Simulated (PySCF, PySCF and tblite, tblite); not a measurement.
# C4H12N2Si: a path driven as rotation about a bond, and NMR exchange

Aim: the barrier and rate of rotation about a bond in C4H12N2Si (`C=CN(C)N(C)[SiH3]`), and what it does to NMR lines.

Computed with tblite 0.8.0 (tight binding) and PySCF 2.14.0 (DFT, with response routines of our own); each step states its level. Atoms count from 0 throughout.

### 1 The starting structure

19 atoms, charge 0, multiplicity 1; geometry from: force field or distance geometry start.

Bonds of the start (Å): C0–C1 1.32, C0–H7 1.08, C0–H8 1.09, C1–H9 1.10, C1–N2 1.39, C3–H10 1.09, C3–H11 1.10, C3–H12 1.09, C5–H13 1.11, C5–H14 1.10, C5–H15 1.08, N2–C3 1.49, N2–N4 1.42, N4–C5 1.46, N4–Si6 1.71, Si6–H16 1.48, Si6–H17 1.48, Si6–H18 1.49.

### 2 GFN2-xTB relaxation, start minimum

What the job is given:

```
{"job": {"xc": "GFN2-xTB", "basis": "xTB", "kind": "relax"}, "charge": 0, "multiplicity": 1}
C     -2.556300    -0.011400     0.870000
C     -1.239500    -0.117400     0.794300
N     -0.375900     0.176300    -0.248300
C     -0.875400     0.625100    -1.573100
N      1.010200    -0.114900    -0.141700
C      1.237000    -1.555400    -0.198700
Si     1.990500     1.033700     0.661900
H     -3.148700     0.362800     0.044200
H     -3.088200    -0.288800     1.778000
H     -0.715000    -0.497600     1.686500
H     -0.051200     0.880400    -2.235500
H     -1.454600    -0.186100    -2.038800
H     -1.515900     1.504500    -1.452200
H      2.292000    -1.775400    -0.444500
H      1.010300    -2.028500     0.763300
H      0.633300    -2.030900    -0.963400
H      3.412600     0.706600     0.395800
H      1.687800     2.390100     0.162900
H      1.737100     0.936300     2.131900
```

Command:

```bash
OMP_NUM_THREADS=1 python ens_run.py task.json out
```

One launch serves the whole session.

Standard output:

```text
step      E/eV     max force
  0    -604.78549    1.735
  1    -604.85519    1.058
  2    -604.88046    0.447
  3    -604.90610    0.388
  4    -604.92909    0.285
  5    -604.93990    0.214
  6    -604.94833    0.196
  7    -604.95340    0.186
  8    -604.95766    0.142
  9    -604.96158    0.162
 10    -604.96564    0.155
 11    -604.96908    0.126
 12    -604.97171    0.115
 13    -604.97374    0.106
 14    -604.97545    0.098
 15    -604.97676    0.083
 16    -604.97766    0.075
 17    -604.97832    0.055
 18    -604.97895    0.059
 19    -604.97970    0.070
 20    -604.98071    0.099
 21    -604.98208    0.117
 22    -604.98379    0.116
 23    -604.98569    0.109
 24    -604.98750    0.110
 25    -604.98914    0.104
 26    -604.99061    0.080
 27    -604.99189    0.096
 28    -604.99296    0.077
 29    -604.99390    0.103
 30    -604.99489    0.105
 31    -604.99599    0.087
 32    -604.99701    0.093
 33    -604.99774    0.068
 34    -604.99824    0.058
 35    -604.99870    0.059
 36    -604.99921    0.074
 37    -604.99971    0.057
 38    -605.00015    0.051
 39    -605.00055    0.057
 40    -605.00094    0.046
 41    -605.00131    0.044
 42    -605.00167    0.044
 43    -605.00205    0.047
 44    -605.00247    0.048
 45    -605.00292    0.064
 46    -605.00334    0.061
 47    -605.00373    0.042
 48    -605.00412    0.048
 49    -605.00449    0.060
 50    -605.00483    0.048
 51    -605.00518    0.038
 52    -605.00561    0.050
 53    -605.00617    0.050
 54    -605.00662    0.049
 55    -605.00691    0.032
 56    -605.00710    0.028
 57    -605.00729    0.037
 58    -605.00751    0.040
 59    -605.00774    0.038
 60    -605.00796    0.034
 61    -605.00818    0.028
 62    -605.00838    0.036
 63    -605.00853    0.026
 64    -605.00861    0.025
 65    -605.00869    0.024
 66    -605.00879    0.030
 67    -605.00896    0.037
 68    -605.00909    0.025
 69    -605.00917    0.025
 70    -605.00922    0.021
 71    -605.00926    0.017
 72    -605.00929    0.017
 73    -605.00932    0.017
 74    -605.00934    0.016
 75    -605.00937    0.013
 76    -605.00941    0.014
 77    -605.00944    0.009
 78    -605.00946    0.009
 79    -605.00947    0.007
 80    -605.00949    0.009
 81    -605.00951    0.010
 82    -605.00953    0.011
 83    -605.00956    0.012
 84    -605.00958    0.014
 85    -605.00961    0.015
 86    -605.00965    0.014
 87    -605.00969    0.011
 88    -605.00972    0.010
 89    -605.00974    0.008
 90    -605.00975    0.006
 91    -605.00976    0.006
 92    -605.00977    0.005
 93    -605.00977    0.005
 94    -605.00978    0.005
 95    -605.00978    0.005
 96    -605.00979    0.004
 97    -605.00979    0.005
 98    -605.00980    0.005
 99    -605.00980    0.005
100    -605.00981    0.005
101    -605.00982    0.007
102    -605.00983    0.008
103    -605.00984    0.010
104    -605.00985    0.010
105    -605.00987    0.009
106    -605.00988    0.009
107    -605.00989    0.008
108    -605.00990    0.006
109    -605.00990    0.006
110    -605.00991    0.005
111    -605.00991    0.004
112    -605.00991    0.005
113    -605.00992    0.002
```

Run time: 1.1 s. Hardware: 1 thread of Arm Neoverse N1, shared host.

Gain 0.224 eV; displacement 0.22 Å root mean square.

### 3 Relaxed scan, rotation

What the job is given:

```
{"job": {"xc": "GFN2-xTB", "basis": "xTB", "coordinate": [["t", [0, 1, 2, 3], 0.25], ["t", [0, 1, 2, 4], 0.25], ["t", [9, 1, 2, 3], 0.25], ["t", [9, 1, 2, 4], 0.25]], "kind": "drive"}, "charge": 0, "multiplicity": 1}
C     -2.531753    -0.026622     0.825848
C     -1.203073     0.009757     0.853484
N     -0.364136     0.352009    -0.180672
C     -0.892544     0.510649    -1.514535
N      0.971352    -0.058980    -0.112829
C      1.175113    -1.479978    -0.284159
Si     2.043487     0.991030     0.738775
H     -3.106267     0.167590    -0.060725
H     -3.086160    -0.237637     1.721264
H     -0.665877    -0.192474     1.771242
H     -0.070673     0.791303    -2.170243
H     -1.365341    -0.403031    -1.895640
H     -1.632491     1.311130    -1.510406
H      2.242119    -1.682872    -0.259646
H      0.686079    -2.063059     0.504677
H      0.775796    -1.801937    -1.249422
H      3.381029     0.584362     0.308524
H      1.653847     2.326147     0.299443
H      1.979689     0.911865     2.207558
```

Standard output:

```text
point  coordinate     E/eV
  0     20.900     -604.98074
  1     35.500     -604.89835
  2     50.300     -604.77923
  3     65.500     -604.66028
  4     80.900     -604.57476
  5     96.300     -604.53514
  6    112.100     -604.57740
  7    127.500     -604.67871
  8    142.500     -604.80967
  9    157.200     -604.91139
 10    171.700     -604.97707
 11    186.200     -604.97696
```

Run time: 6.3 s. Hardware: 1 thread of Arm Neoverse N1, shared host.

The highest point is number 5, 10.3 kcal/mol above the first.

### 4 Nudged elastic band, leg 1

Changed since step 3:

```diff
@@ -1,2 +1,2 @@
-{"job": {"xc": "GFN2-xTB", "basis": "xTB", "coordinate": [["t", [0, 1, 2, 3], 0.25], ["t", [0, 1, 2, 4], 0.25], ["t", [9, 1, 2, 3], 0.25], ["t", [9, 1, 2, 4], 0.25]], "kind": "drive"}, "charge": 0, "multiplicity": 1}
+{"job": {"xc": "GFN2-xTB", "basis": "xTB", "kind": "neb"}, "charge": 0, "multiplicity": 1}
 C     -2.531753    -0.026622     0.825848
```

Standard output:

```text
image   E - E0 / eV
  0       0.0000
  1       0.1272
  2       0.3953
  3       0.4631
  4       0.2628
  5       0.0833
  6       0.0239
```

It took 3.7 s on 1 thread of Arm Neoverse N1, shared host; peak memory 0.2 GiB.

The highest point is number 3, 10.7 kcal/mol above the first.

### 5 Saddle search, leg 1

What the job is given:

```
{"job": {"xc": "GFN2-xTB", "basis": "xTB", "kind": "saddle"}, "charge": 0, "multiplicity": 1}
C     -1.984570    -0.688447     1.042012
C     -1.415052     0.461025     0.719899
N     -0.353589     0.688713    -0.189938
C     -0.793503     0.908255    -1.552704
N      0.825089    -0.061258    -0.070317
C      0.807156    -1.488485    -0.289663
Si     2.089036     0.779091     0.745045
H     -1.707247    -1.628640     0.600248
H     -2.771042    -0.725607     1.776369
H     -1.773391     1.384523     1.166311
H      0.065494     1.220064    -2.144646
H     -1.247132     0.020150    -2.015928
H     -1.535950     1.705895    -1.545800
H      1.828002    -1.809182    -0.488814
H      0.443887    -2.043471     0.582603
H      0.188763    -1.736152    -1.154189
H      3.327176     0.112294     0.333468
H      2.000666     2.156339     0.271938
H      2.006205     0.744891     2.214106
```

Standard output:

```text
step      E/eV     max force
  0    -604.54677   0.0467
  1    -604.54218   0.0684
  2    -604.53873   0.1924
  3    -604.54144   0.0412
  4    -604.54069   0.0536
  5    -604.54060   0.0650
  6    -604.54104   0.0058
  7    -604.54104   0.0014
lowest wavenumbers (cm-1): -173.1 61.9 104.9 154.4 184.0 194.3
```

Run time: 7.3 s. Hardware: 1 thread of Arm Neoverse N1, shared host; peak memory 0.2 GiB.

Point group C1; 1 imaginary mode, 173i cm⁻¹, carried by H9, H7, C0, C1. Steps downhill from it reached both ends.

### 6 Saddle search, other pyramid

What the job is given:

```
{"job": {"xc": "GFN2-xTB", "basis": "xTB", "kind": "saddle"}, "charge": 0, "multiplicity": 1}
C     -1.943065    -0.621170     1.028106
C     -1.323167     0.512223     0.749448
N     -0.332880     0.731015    -0.250979
C      1.017073     0.836120     0.262324
N     -0.644875     1.668052    -1.252856
C     -0.739586     3.069525    -0.912689
Si    -1.455290     0.966819    -2.603368
H     -1.777961    -1.531144     0.477292
H     -2.653741    -0.679309     1.835179
H     -1.545612     1.411306     1.316681
H      1.692340     0.950840    -0.584164
H      1.167606     1.672341     0.960234
H      1.252372    -0.090984     0.784920
H     -0.670411     3.640409    -1.836606
H     -1.686076     3.326746    -0.423286
H      0.087936     3.360556    -0.263593
H     -1.284611     1.927411    -3.695705
H     -0.774576    -0.302482    -2.822757
H     -2.898738     0.741207    -2.412758
```

Standard output:

```text
step      E/eV     max force
  0    -604.54808   0.7667
  1    -604.60345   0.3828
  2    -604.62237   0.1205
  3    -604.62341   0.0748
  4    -604.62283   0.0938
  5    -604.62332   0.0805
  6    -604.62385   0.0066
  7    -604.62385   0.0000
lowest wavenumbers (cm-1): -122.8 57.1 104.0 133.3 173.5 192.4
```

It took 6.3 s on 1 thread of Arm Neoverse N1, shared host; peak memory 0.2 GiB.

Point group C1; 1 imaginary mode, 123i cm⁻¹, carried by C0, H7, H9, C1. Steps downhill from it reached both ends.

### 7 Shieldings, start: BHandHLYP/pcSseg-1 in cyclohexane

What the job is given:

```
{"job": {"kind": "nmr", "xc": "BHandHLYP", "basis": "pcSseg-1", "solvent": "cyclohexane", "pop": false}, "charge": 0, "multiplicity": 1}
C     -2.531753    -0.026622     0.825848
C     -1.203073     0.009757     0.853484
N     -0.364136     0.352009    -0.180672
C     -0.892544     0.510649    -1.514535
N      0.971352    -0.058980    -0.112829
C      1.175113    -1.479978    -0.284159
Si     2.043487     0.991030     0.738775
H     -3.106267     0.167590    -0.060725
H     -3.086160    -0.237637     1.721264
H     -0.665877    -0.192474     1.771242
H     -0.070673     0.791303    -2.170243
H     -1.365341    -0.403031    -1.895640
H     -1.632491     1.311130    -1.510406
H      2.242119    -1.682872    -0.259646
H      0.686079    -2.063059     0.504677
H      0.775796    -1.801937    -1.249422
H      3.381029     0.584362     0.308524
H      1.653847     2.326147     0.299443
H      1.979689     0.911865     2.207558
```

Standard output:

```text
coarse grid: 15536 points
cycle   1  E = -558.2938090972  dE =  9.224e-01  |g| = 3.786e-01  |ddm| = 3.769e+00
cycle   2  E = -558.3105237743  dE = -1.671e-02  |g| = 3.262e-01  |ddm| = 5.619e-01
cycle   3  E = -558.3330854737  dE = -2.256e-02  |g| = 7.624e-02  |ddm| = 2.710e-01
cycle   4  E = -558.3343587952  dE = -1.273e-03  |g| = 2.952e-02  |ddm| = 9.375e-02
cycle   5  E = -558.3345605636  dE = -2.018e-04  |g| = 4.551e-03  |ddm| = 2.938e-02
cycle   6  E = -558.3345654553  dE = -4.892e-06  |g| = 1.844e-03  |ddm| = 5.775e-03
final grid: 143208 points
cycle   7  E = -558.3681414419  dE = -1.819e-05  |g| = 3.987e-03  |ddm| = 1.591e-02
cycle   8  E = -558.3681416303  dE = -1.884e-07  |g| = 4.018e-03  |ddm| = 7.598e-03
cycle   9  E = -558.3681452852  dE = -3.655e-06  |g| = 4.993e-04  |ddm| = 3.822e-03
cycle  10  E = -558.3681453391  dE = -5.383e-08  |g| = 1.460e-04  |ddm| = 4.594e-04
cycle  11  E = -558.3681453441  dE = -5.043e-09  |g| = 4.435e-05  |ddm| = 1.625e-04
cycle  12  E = -558.3681453446  dE = -4.945e-10  |g| = 1.590e-05  |ddm| = 5.885e-05
converged SCF energy = -558.3681453446

GIAO shielding tensors (ppm)
atom      isotropic    diamagn.    paramagn.     s11        s22        s33       span
  0 C      101.678     255.375    -153.697     13.800    118.933    172.301    158.502
  1 C       33.345     254.292    -220.946    -78.535     53.814    124.756    203.291
  2 N      152.435     326.795    -174.360    105.635    150.789    200.883     95.248
  3 C      148.276     245.720     -97.444    120.903    139.097    184.829     63.926
  4 N      188.581     325.706    -137.125    114.494    156.860    294.389    179.895
  5 C      152.000     244.049     -92.049    129.726    141.774    184.499     54.774
  6 Si     406.308     880.173    -473.865    360.854    380.008    478.062    117.209
  7 H       28.285      32.708      -4.423     25.669     25.718     33.468      7.799
  8 H       28.008      29.924      -1.916     25.729     25.902     32.394      6.665
  9 H       25.400      33.358      -7.958     22.389     24.390     29.421      7.032
 10 H       29.050      31.235      -2.185     24.707     28.221     34.222      9.515
 11 H       29.038      31.402      -2.364     25.206     27.020     34.888      9.683
 12 H       28.863      31.108      -2.246     25.172     26.111     35.305     10.133
 13 H       29.474      30.162      -0.689     24.975     27.495     35.952     10.976
 14 H       29.310      30.595      -1.285     24.729     28.096     35.105     10.377
 15 H       29.019      30.593      -1.574     24.174     27.967     34.915     10.742
 16 H       27.625      30.514      -2.888     24.066     25.888     32.922      8.856
 17 H       27.473      31.070      -3.597     23.655     26.557     32.207      8.552
 18 H       27.363      30.440      -3.077     23.559     25.807     32.723      9.164
```

Wall time 40 s (1 thread of Arm Neoverse N1, shared host); peak memory 1 GiB.

Key values: HOMO -6.80 eV, LUMO 1.59 eV; dipole 1.41 D.

### 8 Shieldings: BHandHLYP/pcSseg-1 in cyclohexane

What the job is given:

```
{"job": {"kind": "nmr", "xc": "BHandHLYP", "basis": "pcSseg-1", "solvent": "cyclohexane", "pop": false}, "charge": 0, "multiplicity": 1}
C     -1.952466    -0.529582     1.000126
C     -1.315475     0.599086     0.758634
N     -0.334113     0.683883    -0.265627
C      1.012583     0.810176     0.259472
N     -0.630623     1.636340    -1.264666
C     -0.751281     3.022540    -0.873228
Si    -1.440359     0.939579    -2.617307
H     -1.739312    -1.414423     0.426258
H     -2.695722    -0.608313     1.774582
H     -1.524548     1.502319     1.333955
H      1.692948     0.932245    -0.581353
H      1.141424     1.653543     0.953676
H      1.256560    -0.110573     0.788233
H     -0.797665     3.619890    -1.780198
H     -1.653886     3.224854    -0.284044
H      0.121812     3.334772    -0.296229
H     -1.332452     1.941785    -3.680017
H     -0.704256    -0.287922    -2.890304
H     -2.866430     0.639282    -2.406539
```

Standard output:

```text
coarse grid: 15536 points
cycle   1  E = -558.2898239333  dE =  8.439e-01  |g| = 3.435e-01  |ddm| = 3.773e+00
cycle   2  E = -558.3135783340  dE = -2.375e-02  |g| = 2.063e-01  |ddm| = 4.951e-01
cycle   3  E = -558.3217652543  dE = -8.187e-03  |g| = 7.601e-02  |ddm| = 1.841e-01
cycle   4  E = -558.3230123551  dE = -1.247e-03  |g| = 2.217e-02  |ddm| = 7.271e-02
cycle   5  E = -558.3231258177  dE = -1.135e-04  |g| = 4.195e-03  |ddm| = 2.261e-02
cycle   6  E = -558.3231306005  dE = -4.783e-06  |g| = 1.229e-03  |ddm| = 6.005e-03
final grid: 143208 points
cycle   7  E = -558.3568189135  dE = -1.753e-05  |g| = 3.676e-03  |ddm| = 1.462e-02
cycle   8  E = -558.3568196796  dE = -7.661e-07  |g| = 3.279e-03  |ddm| = 6.863e-03
cycle   9  E = -558.3568222742  dE = -2.595e-06  |g| = 4.777e-04  |ddm| = 3.344e-03
cycle  10  E = -558.3568223229  dE = -4.871e-08  |g| = 1.100e-04  |ddm| = 4.366e-04
cycle  11  E = -558.3568223257  dE = -2.852e-09  |g| = 2.465e-05  |ddm| = 1.152e-04
cycle  12  E = -558.3568223259  dE = -1.414e-10  |g| = 7.526e-06  |ddm| = 2.993e-05
converged SCF energy = -558.3568223259

GIAO shielding tensors (ppm)
atom      isotropic    diamagn.    paramagn.     s11        s22        s33       span
  0 C       62.274     254.514    -192.240    -56.604     86.789    156.639    213.243
  1 C       35.746     257.735    -221.989    -92.055     63.900    135.394    227.449
  2 N      174.756     323.721    -148.965    125.920    169.358    228.992    103.072
  3 C      142.109     247.671    -105.562    106.427    134.589    185.310     78.883
  4 N      194.842     325.319    -130.477    137.534    156.085    290.906    153.372
  5 C      161.643     240.775     -79.132    145.211    154.406    185.313     40.101
  6 Si     407.264     879.788    -472.524    357.538    383.572    480.683    123.144
  7 H       26.305      33.463      -7.159     22.335     25.468     31.110      8.775
  8 H       26.598      29.880      -3.282     23.821     25.618     30.356      6.535
  9 H       25.428      32.958      -7.530     23.213     23.585     29.484      6.271
 10 H       29.334      32.439      -3.105     25.546     27.119     35.338      9.792
 11 H       29.002      32.228      -3.226     24.981     27.515     34.510      9.529
 12 H       29.266      32.694      -3.429     24.730     27.269     35.798     11.067
 13 H       29.614      27.657       1.957     24.746     28.002     36.094     11.348
 14 H       29.327      28.308       1.019     24.267     27.681     36.033     11.766
 15 H       29.097      29.155      -0.057     24.072     28.230     34.990     10.917
 16 H       27.741      29.974      -2.233     24.168     25.982     33.072      8.904
 17 H       27.477      31.258      -3.781     23.881     26.184     32.367      8.487
 18 H       27.548      29.760      -2.212     23.987     25.991     32.666      8.679
```

It took 53 s on 1 thread of Arm Neoverse N1, shared host; peak memory 0.98 GiB.

Key values: HOMO -7.66 eV, LUMO 1.39 eV; dipole 1.57 D.

The fields below are evaluated on a grid from the run's orbitals.

Frontier orbitals at BHandHLYP/pcSseg-1, with the share of their density that lies nearest to each atom:

```csv
orbital,energy (eV),lies on
HOMO,-7.66,N4 40 %; N2 21 %
LUMO,1.39,"C0, C1 about 26 % each; H7, H8, H9 about 9 % each"
```

ELF in a plane through or near 5 of the atoms.

Ten even steps from ' ' (0.00) to '@' (1.00):
```
                                                        
                                                        
                                                        
                            ..--==::                    
                            ##@@@@@@==                  
                          ..%%@@@@@@++                  
                          ..##@@@@%%--                  
                    ....    ==++++==--..                
                  --##%%**--##%%++::                    
                  ++%%##++%%::..++--....::::            
      ::**%%##--..++%%%%++****##**--::--====::          
      %%@@@@@@@@**  ::****..==++..  ::++++--..          
    ..%%@@@@@@@@--####::..        ::@@@@@@**..          
      ++@@@@@@%%--....--++..    ..**@@@@@@##..          
      ..--**++----##@@@@%%--      ==@@@@@@++            
                --%%@@@@%%==        ::--::              
                ..++%%%%**::                            
                    ....                                
                                                        
                                                        
```
The map spans 11.3 Å across and 10.4 Å up, centred on the molecule. Atoms in the plane (x, y in Å): N2 (0.5, 0.2), Si6 (-1.6, -1.4), H7 (2.2, -1.7), H11 (0.9, 2.3), H16 (-3.0, -1.2).

log10 of the density (e/Å³) in the same plane.

Ten even steps from ' ' (-4.0) to '@' (1.5):
```
                                                        
                                                        
                            ..........                  
                    ......::--------::..                
                ..::::::----==++++++==--::              
            ....::------==++**####**++==::..            
          ....::----======++**####**++==--::            
          ..::--====++++++++**####**++==--::..          
      ....::----==++**##****######**++==----::..        
    ..::::----==++**##%%%%##@@@@##**++++==----::..      
    ::----==++++++**##%%####%%%%##**++++++==--::..      
  ..::--==++********####**********++****++++==--::      
  ..::====**######@@@@##**++====++++**##**++==--::      
  ..::--==++++****####****++==--==++**##**++--::..      
    ..::--====++++********==----====++++++==--::..      
      ..::::----==++++++++==--::::--------::::..        
          ..::::--========--::..............            
              ..::::::::::::..                          
                ............                            
                                                        
```
The map spans 11.3 Å across and 10.4 Å up, centred on the molecule. Atoms in the plane (x, y in Å): N2 (0.5, 0.2), Si6 (-1.6, -1.4), H7 (2.2, -1.7), H11 (0.9, 2.3), H16 (-3.0, -1.2).

On the surface of density 0.002 e/bohr³ the electrostatic potential runs, from the 1st to the 99th percentile, from -1.05 V near N2 to 0.96 V near H18.

(Part 1 of 2 ends here.)
